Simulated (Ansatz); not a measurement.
**YPb3: response to strain**

YPb3 is deformed so: equal xy, yz and zx engineering shear strains of +1 %. What stress and forces result, by LAPW, PAW and all-electron datasets made for the crystal?

Program: Ansatz 0.2.0. Level of theory: DFT PBEsol, scalar-relativistic. These are calculated values, not measurements.

**1. Starting point**

It takes space group Pm-3m (No. 221, cubic). The conventional cell has a = 4.823 Å, b = 4.823 Å, c = 4.823 Å, α = 90.00°, β = 90.00°, γ = 90.00°. Y (site symmetry m-3m) has 12 Pb at 3.41 Å in its first shell of neighbours. Pb (site symmetry 4/mmm) has 8 Pb at 3.41 Å and 4 Y at 3.41 Å in its first shell of neighbours.

Coordinates:

```
Y Pb
1.0
     4.82300    0.00000    0.00000
     0.00000    4.82300    0.00000
     0.00000    0.00000    4.82300
Y Pb
1 3
Direct
  0.00000 0.00000 0.00000
  0.00000 0.50000 0.50000
  0.50000 0.00000 0.50000
  0.50000 0.50000 0.00000
```

Atoms are numbered in the order of the input: Y1, Pb2, Pb3, Pb4.

**2. The deformed structure**

Space group Pm-3m before, R-3m after.

**3. Full-potential LAPW**

Contents of input.yaml:

```yaml
crystal:
  lattice:
    - [4.823, 0.024115, 0.024115]
    - [0.024115, 4.823, 0.024115]
    - [0.024115, 0.024115, 4.823]
  atoms:
    - { symbol: "Y", position: [0.0, 0.0, 0.0] }
    - { symbol: Pb, position: [0.0, 0.5, 0.5] }
    - { symbol: Pb, position: [0.5, 0.0, 0.5] }
    - { symbol: Pb, position: [0.5, 0.5, 0.0] }
kpoints:
  mp_grid: { grid: [8, 8, 8] }
  band_path:
    path:
      - [0.0, 0.0, 0.0]
      - [0.5, 0.5, 0.5]
      - [0.5098274679, 0.4901725321, 0.5]
      - [0.5, -0.4901725321, 0.4901725321]
      - [0.5, 0.0, 0.0]
      - [0.0, 0.0, 0.0]
      - [0.4950862661, -0.4950862661, 0.0]
      - [0.5049137339, 0.0, 0.4950862661]
      - [0.5, 0.0, 0.5]
    npoints: 5
scf:
  occupations: { method: fermi_dirac, width: 0.08 }
hamiltonian:
  xc: pbesol
  pseudopotentials: { kind: all_electron, lapw: { basis_error: 0.0005 } }
output:
  forces: true
  stress: true
  eigenvalues: true
```

On the command line:

```
$ ansatz run input.yaml --threads 1 --pin off --max-ram 4096MiB --backend cpu --events-out ev --progress --plain --runs-dir out
```

**4. Frozen-core PAW**

Contents of input.yaml:

```yaml
crystal:
  lattice:
    - [4.823, 0.024115, 0.024115]
    - [0.024115, 4.823, 0.024115]
    - [0.024115, 0.024115, 4.823]
  atoms:
    - { symbol: "Y", position: [0.0, 0.0, 0.0] }
    - { symbol: Pb, position: [0.0, 0.5, 0.5] }
    - { symbol: Pb, position: [0.5, 0.0, 0.5] }
    - { symbol: Pb, position: [0.5, 0.5, 0.0] }
kpoints:
  mp_grid: { grid: [8, 8, 8] }
scf:
  occupations: { method: fermi_dirac, width: 0.08 }
hamiltonian:
  xc: pbesol
  pseudopotentials: { kind: paw }
output:
  forces: true
  stress: true
  eigenvalues: true
  efg: { contact_densities: true }
```

**5. Datasets made for this crystal**

input.yaml, as its differences from that of step 4:

```diff
@@ -16,3 +16,3 @@
   xc: pbesol
-  pseudopotentials: { kind: paw }
+  pseudopotentials: { kind: all_electron, datasets: crystal }
 output:
```

(Steps that only read results are left out.)

Q: Predict the outcome of this session. Wanted: pressure; largest shear or deviatoric stress.

As calculated:

| quantity | value |
| --- | --- |
| pressure | LAPW -0.50, PAW -0.50, crystal datasets -0.50 GPa |
| largest shear or deviatoric stress (LAPW) | 0.23 GPa |

**Reading.** The largest part of the stress beyond the pressure is 0.23 GPa in size; the atoms are carried along and not relaxed. No run of the undeformed cell stands beside it, so pressure and stress hold what the given cell had before the change, as far as its symmetry allows. PAW: stress within 0.01 GPa of LAPW. Crystal datasets: stress within 0.01 GPa of LAPW. Spin-orbit coupling is left out, though the cell holds Pb; in elements this heavy it can shift bands and gaps by tenths of an eV.
